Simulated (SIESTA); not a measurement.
Mg6GaB:

```
Ga Mg B
1.0
     4.04488    0.00000    0.00000
     0.00000    4.01985    4.79102
     0.00000   -4.01985    4.79102
Ga Mg B
1 6 1
Direct
  0.50000 0.56356 0.56356
  0.50000 0.13063 0.13063
  0.50000 0.05018 0.68792
  0.50000 0.68792 0.05018
  0.00000 0.35758 0.35758
  0.00000 0.38510 0.84132
  0.00000 0.84132 0.38510
  0.00000 0.98372 0.98372
```

The cell comes from a database or a generator and needn't be the stable form of this composition.

| Item | Value |
| --- | --- |
| Program | SIESTA 5.4.2 |
| Task | single point |
| Functional | PBE |
| Potentials or basis | PseudoDojo 0.4 standard (PBE files) |
| Basis | DZP (energy shift 0.003 Ry; two zetas on semicore shells) |
| Grid cutoff | 800 Ry |
| Energy shift | 0.003 Ry |
| k mesh | 7 × 5 × 5 |
| Occupations | fermi-dirac, width 0.05 eV |
| Spin | no spin polarisation |

On this cell: pressure 1.5 GPa; largest force 0.267 eV/Å; band gap on the k mesh none (metal or under the smearing width).

The same run follows on a disturbed copy (atoms moved at random, drawn with an rms of 0.05 Å):

```
CELL_PARAMETERS angstrom
4.04488 0.00000 0.00000
0.00000 4.01985 4.79102
0.00000 -4.01985 4.79102
ATOMIC_POSITIONS crystal
Ga 0.50407 0.56576 0.56062
Mg 0.51593 0.13223 0.12756
Mg 0.50018 0.05070 0.67984
Mg 0.49020 0.68763 0.05348
Mg 0.00171 0.36211 0.35241
Mg 0.99191 0.38188 0.83448
Mg 0.99630 0.84510 0.38051
B 0.99026 0.98847 0.97813
```

What does the disturbed cell give?

The energy (extrapolated to zero smearing) moves by +5.3 meV/atom; pressure 1.7 GPa; largest force 0.653 eV/Å; band gap on the k mesh none (metal or under the smearing width).

Forces on the atoms (eV/Å):
```
Ga  -0.212  0.023  0.029
Mg  -0.599  0.058  0.255
Mg  -0.053  0.001 -0.135
Mg   0.030  0.038 -0.312
Mg   0.072 -0.032 -0.104
Mg   0.255  0.113  0.260
Mg   0.167 -0.100  0.137
B    0.329 -0.118 -0.145
```

Stress tensor (GPa, compression positive):
```
 1.74  0.16 -0.14
 0.16  1.62  0.08
-0.14  0.08  1.72
```

Caveats: the basis of atomic orbitals isn't converged, which shifts pressures, moduli and gaps.
